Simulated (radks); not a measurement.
# Polarisabilities and dispersion coefficients of As²⁺, Ru, La³⁺ and others

Aim: static dipole polarisabilities and C6 coefficients, each species in its NIST ground configuration. After each ground state the linear response is solved; its values go to the run's result record, not to the log. Response by self-consistent Sternheimer equations with the Hartree and adiabatic LDA kernel, the relativistic mass of each level held fixed and spin-orbit coupling left out.

Program: radks (a radial shooting solver on a logarithmic mesh, Libxc functionals) version 1. Level of theory: scalar-relativistic Kohn-Sham, PBE, spin-polarised, spherical densities, finite nucleus; open shells are filled with parallel spins first. These are calculated values, not measurements, unless marked.

**1. The atom as given**

| Item | Value |
| --- | --- |
| species | As²⁺ ([Ar] 3d10 4s2 4p1), Ru ([Kr] 4d7 5s1), La³⁺ ([Xe]), Pb ([Hg] 6p2), Co³⁺ ([Ar] 3d6), Er ([Xe] 4f12 6s2), Sr ([Kr] 5s2), Br⁺ ([Ar] 3d10 4s2 4p4) |

**2. As²⁺, [Ar] 3d10 4s2 4p1**

Settings of this run:

```text
Z 33
configuration [Ar] 3d10 4s2 4p1
relativity scalar-relativistic
functional pbe,pbe
spin polarised
nucleus finite rms 4.0968 fm
c 137.035999084
response adiabatic LDA kernel
```

**3. Ru, [Kr] 4d7 5s1**

Settings of this run:

```text
Z 44
configuration [Kr] 4d7 5s1
relativity scalar-relativistic
functional pbe,pbe
spin polarised
nucleus finite rms 4.4809 fm
c 137.035999084
response adiabatic LDA kernel
```

**4. La³⁺, [Xe]**

Settings of this run:

```text
Z 57
configuration [Xe]
relativity scalar-relativistic
functional pbe,pbe
spin polarised
nucleus finite rms 4.855 fm
c 137.035999084
response adiabatic LDA kernel
```

**5. Pb, [Hg] 6p2**

Settings of this run:

```text
Z 82
configuration [Hg] 6p2
relativity scalar-relativistic
functional pbe,pbe
spin polarised
nucleus finite rms 5.5012 fm
c 137.035999084
response adiabatic LDA kernel
```

**6. Co³⁺, [Ar] 3d6**

Settings of this run:

```text
Z 27
configuration [Ar] 3d6
relativity scalar-relativistic
functional pbe,pbe
spin polarised
nucleus finite rms 3.7875 fm
c 137.035999084
response adiabatic LDA kernel
```

**7. Er, [Xe] 4f12 6s2**

Settings of this run:

```text
Z 68
configuration [Xe] 4f12 6s2
relativity scalar-relativistic
functional pbe,pbe
spin polarised
nucleus finite rms 5.2516 fm
c 137.035999084
response adiabatic LDA kernel
```

**8. Sr, [Kr] 5s2**

Settings of this run:

```text
Z 38
configuration [Kr] 5s2
relativity scalar-relativistic
functional pbe,pbe
spin polarised
nucleus finite rms 4.224 fm
c 137.035999084
response adiabatic LDA kernel
```

**9. Br⁺, [Ar] 3d10 4s2 4p4**

Settings of this run:

```text
Z 35
configuration [Ar] 3d10 4s2 4p4
relativity scalar-relativistic
functional pbe,pbe
spin polarised
nucleus finite rms 4.1629 fm
c 137.035999084
response adiabatic LDA kernel
```

Before running it: what results should come out? Wanted: for each run, species; −ε(HOMO); α; α uncoupled; C6; C8; recommended α.

**Answer**, as computed:

```csv
species,−ε(HOMO) (eV),α (bohr³),α uncoupled (bohr³),C6 (hartree bohr⁶),C8 (hartree bohr⁸),recommended α (bohr³)
As²⁺,23.196,10.01,16.27,43.95,-,-
Ru,3.839,59.32,100.4,556.0,-,72
La³⁺,44.744,7.696,13.10,49.10,966.5,-
Pb,3.939,70.32,98.33,810.1,-,47
Co³⁺,42.404,1.899,2.335,4.577,-,-
Er,2.345,143.1,273.4,2046,-,150
Sr,3.526,187.9,346.9,2963,386818,197.2
Br⁺,16.421,12.65,19.55,78.66,-,-
```

In words: Uncoupled leaves out the potential induced by the response; C6 and C8 are for like pairs. Sr is the most polarisable and Co³⁺ the least, a factor 99.0 apart. For the pair Sr–Co³⁺ the Casimir-Polder integral gives C6 = 62.34, the rule 2·Ca·Cb/(Ca·αb/αa + Cb·αa/αb) on the like-pair values 56.17. Against the recommended values (Schwerdtfeger and Nagle, 2023 table) the misses are Ru -18 %, Pb +50 %, Er -5 %, Sr -5 %. C8 is given only where no p, d or f shell is open. For heavy and open-shell atoms this level can miss by tens of per cent.
